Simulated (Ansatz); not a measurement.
CH7BSeSi, SMILES CB[Se][SiH3], a rigid torsion scan

Computed with Ansatz 0.2.0 through its Python package.

Run as a notebook:

In [1]:
```python
import warnings

import ansatz as az
from ase import Atoms
```

In [2]:
```python
warnings.simplefilter('ignore', az.DeckWarning)
```

In [3]:
```python
atoms = Atoms(['C', 'B', 'Se', 'Si', 'H', 'H', 'H', 'H', 'H', 'H', 'H'], positions=[
    [-1.0465, 1.4636, 0.0769],
    [0.2392, 0.9943, -0.6171],
    [1.6961, 0.2504, 0.5018],
    [0.9366, -1.8405, 0.3073],
    [-1.7887, 1.8758, -0.7315],
    [-0.8594, 2.3447, 0.7723],
    [-1.5471, 0.6744, 0.6185],
    [0.409, 1.0705, -1.796],
    [-0.4904, -1.8634, 0.9191],
    [1.7177, -2.8035, 1.0589],
    [0.7988, -2.2233, -1.0896],
])
```

In [4]:
```python
# start the scan from a relaxed geometry
first = (
    az.Crystal.molecule_from_ase(atoms).calculation()
    .basis(gaussian='def2-SVP')
    .functional('hf')
    .relax(force_tolerance=0.02, max_steps=80)
)
atoms.positions = first.run().report['positions_ang']
```

In [5]:
```python
start = atoms.get_dihedral(2, 1, 0, 4)
energies = {}
for turn in range(0, 121, 20):
    turned = atoms.copy()
    turned.set_dihedral(2, 1, 0, 4, start + turn, indices=[0, 4, 5, 6])
    model = (
        az.Crystal.molecule_from_ase(turned).calculation()
        .basis(gaussian='def2-SVP')
        .functional('hf')
    )
    energies[round((start + turn) % 360)] = model.run().report['free_energy_ev']
floor = min(energies.values())
print('dihedral Se2-B1-C0-H4 (deg)   E - E(min) (kJ/mol)')
for angle, e in sorted(energies.items()):
    print(f'{angle:8d} {96.485332 * (e - floor):14.3f}  ' + '#' * int(30 * (e - floor) / max(max(energies.values()) - floor, 1e-9)))
```
```text
dihedral Se2-B1-C0-H4 (deg)   E - E(min) (kJ/mol)
     238          0.000
     258          1.177  #####
     278          3.818  #################
     298          6.004  ############################
     318          6.391  ##############################
     338          5.245  ########################
     358          3.978  ##################
```

The scan is rigid and the energies are electronic, in a modest basis. With rigid groups the curve can differ much from the relaxed path, the start wasn't checked as a minimum of this torsion, and equivalent turns needn't return to the same energy. Wall time of the script: 2.6 min on 1 thread of Arm Neoverse V1, on a shared host, peak memory 0.33 GiB.
